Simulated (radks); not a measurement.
# Excited configurations of Sm³⁺

One table from this session's results is given with a row withheld; the runs are named, their logs left out.

Program: radks (a radial shooting solver on a logarithmic mesh, Libxc functionals) version 1. Level of theory: non-relativistic Kohn-Sham, r2SCAN, spin-unpolarised, spherical densities, point nucleus. These are calculated values, not measurements, unless marked.

## The atom as given

- element: samarium (Z = 62)
- charge: +3
- electrons: 59
- configuration: [Xe] 4f5

The outer shells:

Sm³⁺
```
[Xe] core
4f [↑ ][↑ ][↑ ][↑ ][↑ ][  ][  ]
```

The first run:

The run's settings:

```text
Z 62
configuration [Xe] 4f5
relativity non-relativistic
functional r2scan,r2scan
spin unpolarised
nucleus point
```

Among the steps run: Ground configuration: [Xe] 4f5.

One table of the session follows, with a row left open; its other results are not shown here.

It belongs to the step «Ground configuration: [Xe] 4f5». From the orbitals of this run (lengths in bohr):

| level | <r> | outermost maximum (interpolated) | 90 % within | nodes |
| --- | --- | --- | --- | --- |
| 3p | 0.2601 | 0.236 | 0.388 | 1 |
| 3d | 0.2319 | 0.189 | 0.361 | 0 |
| 4s | 0.6111 | 0.569 | 0.876 | 3 |
| 4p | 0.6270 | 0.576 | 0.910 | 2 |
| 4d | ? | ? | ? | ? |
| 5s | 1.461 | 1.32 | 2.09 | 4 |
| 5p | 1.613 | 1.43 | 2.33 | 3 |
| 4f | 0.8655 | 0.593 | 1.46 | 0 |

Estimate the missing values for 4d.

**Answer.** <r>: 0.6673; outermost maximum (interpolated): 0.587; 90 % within: 1.000; nodes: 1. In the column «<r>» it lies between 4p (0.6270) and 4f (0.8655).

To keep in mind: Relativity is left out here, which matters for elements this heavy. Spin polarisation and multiplet splitting are left out, so open shells lie too high by an amount that depends on their filling.
